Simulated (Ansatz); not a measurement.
# F2GeH2O: ionisation energy by level of theory

The task here is to estimate one member of a computed series from the others.

Computed with Ansatz 0.2.0, Gaussian basis. Level: unrestricted cation, the program's frozen cores in correlated methods.

Levels to be run: UKS PBE-D4/def2-TZVPP; UKS r2SCAN-D4/def2-TZVPP; UKS PBE0-D4/def2-TZVPP; UKS B3LYP-D4/def2-TZVPP; UKS wB97X-V/def2-TZVPP; UKS wB97M-V/def2-TZVPP; UKS B2PLYP/def2-TZVPP; UHF-CCSD(T)/def2-TZVPP; UHF-MP2/def2-QZVPP; extrapolation to the limit; then −ε(HOMO) from the neutral's earlier runs with LDA (SPW92), PBE-D4, revPBE-D4, BLYP-D4, r2SCAN-D4, B97M-V, PBE0-D4, B3LYP-D4, r2SCANh-D4, r2SCAN0-D4, HSE06-D4, BHLYP-D4, CAM-B3LYP-D4, LC-ωPBE, ωB97X-V, ωB97M-V.

### Structure used throughout

All runs share one geometry, relaxed beforehand with PBE0-D4 in a triple-zeta def2 set.

SMILES `[OH][GeH]([F])[F]`, 6 atoms, charge 0, spin multiplicity 1.

Atoms are counted from 1 here; the program's logs count them from 0.

Bond lengths: O1–Ge2 1.742 Å, O1–H5 0.961 Å, Ge2–F3 1.720 Å, Ge2–F4 1.720 Å, Ge2–H6 1.516 Å. Angles: Ge2–O1–H5 114.0°, O1–Ge2–F3 109.3°, O1–Ge2–F4 109.3°, O1–Ge2–H6 111.4°, F3–Ge2–F4 103.5°, F3–Ge2–H6 111.5°, F4–Ge2–H6 111.5°.

Coordinates:

```
O     0.0864    1.0490   -0.9099
Ge    0.0759   -0.1023    0.3968
F     1.0428   -1.4591   -0.0315
F    -1.5023   -0.7681    0.5564
H    -0.2077    0.6880   -1.7510
H     0.5468    0.5284    1.6929
```

Set-up of the first run:

The input, in.yaml:

```yaml
crystal:
  periodic: [false, false, false]
  atoms:
    - {symbol: O, position_ang: [0.086389, 1.048992, -0.909910]}
    - {symbol: Ge, position_ang: [0.075943, -0.102265, 0.396820]}
    - {symbol: F, position_ang: [1.042831, -1.459139, -0.031509]}
    - {symbol: F, position_ang: [-1.502253, -0.768064, 0.556448]}
    - {symbol: H, position_ang: [-0.207652, 0.688041, -1.750968]}
    - {symbol: H, position_ang: [0.546843, 0.528434, 1.692919]}
basis:
  gaussian: {orbitals: def2-TZVPP}
total_charge: 1
magnetization: {spin_polarized: true, initial_magnetization: 1}
hamiltonian: {xc: pbe, dispersion: d4}
```

Run with:

```bash
ansatz run in.yaml --threads 2 --pin off --events-out ev --progress --plain --max-ram 20480MiB --backend cpu
```

Among the steps run: Cation, UKS PBE-D4/def2-TZVPP; Cation, UKS r2SCAN-D4/def2-TZVPP; Cation, UKS PBE0-D4/def2-TZVPP; Cation, UKS B3LYP-D4/def2-TZVPP; Cation, UKS wB97X-V/def2-TZVPP; Cation, UKS wB97M-V/def2-TZVPP; Cation, UKS B2PLYP (frozen core)/def2-TZVPP; Cation, UHF-CCSD(T)/def2-TZVPP; Cation, UHF-MP2/def2-QZVPP.

One table of the session follows, with a row left open; its other results are not shown here.

It belongs to the step «Ionisation energies side by side». Orbital estimates, from the neutral's runs:

| functional | −ε(HOMO) (eV) |
| --- | --- |
| LDA (SPW92) | 8.45 |
| PBE-D4 | 8.22 |
| revPBE-D4 | 8.13 |
| BLYP-D4 | 8.13 |
| r2SCAN-D4 | 8.65 |
| B97M-V | ? |
| PBE0-D4 | 10.06 |
| B3LYP-D4 | 9.76 |
| r2SCANh-D4 | 9.34 |
| r2SCAN0-D4 | 10.38 |
| HSE06-D4 | 9.64 |
| BHLYP-D4 | 11.85 |
| CAM-B3LYP-D4 | 11.61 |
| LC-ωPBE | 13.00 |
| ωB97X-V | 12.63 |
| ωB97M-V | 12.56 |

Q: Estimate the row for B97M-V from the others.

The run gave: −ε(HOMO) (eV): 8.75. In the column «−ε(HOMO) (eV)» it lies between r2SCAN-D4 (8.65) and r2SCANh-D4 (9.34).
